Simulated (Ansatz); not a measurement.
# AsBFH₃: basis-set convergence

The task here is to estimate one member of a computed series from the others.

The runs use Ansatz 0.2.0, Gaussian basis; one geometry, several basis sets.

Levels to be run: PBE0-D4/def2-SVP; ωB97M-V/def2-SVP; PBE0-D4/def2-QZVPP; ωB97M-V/def2-QZVPP; the functionals' def2-TZVPP values are taken from earlier runs.

**The geometry**

An earlier PBE0-D4 in a triple-zeta def2 set relaxation fixed the geometry.

SMILES `FB[AsH2]`, 6 atoms, charge 0, spin multiplicity 1.

Atoms are counted from 1 here; the program's logs count them from 0.

Bond lengths: F1–B2 1.319 Å, B2–As3 2.029 Å, B2–H4 1.199 Å, As3–H5 1.517 Å, As3–H6 1.517 Å. Angles: F1–B2–As3 120.0°, F1–B2–H4 117.7°, As3–B2–H4 122.1°, B2–As3–H5 93.9°, B2–As3–H6 95.7°, H5–As3–H6 95.3°.

The first run:

Input file in.yaml:

```yaml
crystal:
  periodic: [false, false, false]
  atoms:
    - {symbol: F, position_ang: [-1.860991, -0.268242, 0.256031]}
    - {symbol: B, position_ang: [-0.693083, -0.481899, -0.319535]}
    - {symbol: As, position_ang: [0.750095, 0.941733, -0.243930]}
    - {symbol: H, position_ang: [-0.563869, -1.486983, -0.961191]}
    - {symbol: H, position_ang: [1.865610, -0.055557, 0.003648]}
    - {symbol: H, position_ang: [0.544339, 1.286950, 1.218676]}
basis:
  gaussian: {orbitals: def2-SVP}
hamiltonian: {xc: pbe0, dispersion: d4}
output: {orbitals: {seedname: orbitals}}
```

Run with:

```
$ ansatz run in.yaml --threads 2 --pin off --events-out ev --progress --plain --max-ram 4352MiB
```

Among the steps run: PBE0-D4 in def2-SVP; ωB97M-V in def2-SVP; PBE0-D4 in def2-QZVPP; ωB97M-V in def2-QZVPP.

One table of the session follows, with a row left open; its other results are not shown here.

It belongs to the step «Density functionals: the series». 

| functional | basis | HOMO (eV) |
| --- | --- | --- |
| PBE0-D4 | def2-SVP | -7.46 |
| PBE0-D4 | def2-TZVPP | ? |
| PBE0-D4 | def2-QZVPP | -7.56 |
| ωB97M-V | def2-SVP | -9.55 |
| ωB97M-V | def2-TZVPP | -9.64 |
| ωB97M-V | def2-QZVPP | -9.67 |

Q: Estimate the row for PBE0-D4, def2-TZVPP from the others.

**Answer.** HOMO (eV): -7.53. In the column «HOMO (eV)» it lies between PBE0-D4, def2-QZVPP (-7.56) and PBE0-D4, def2-SVP (-7.46).
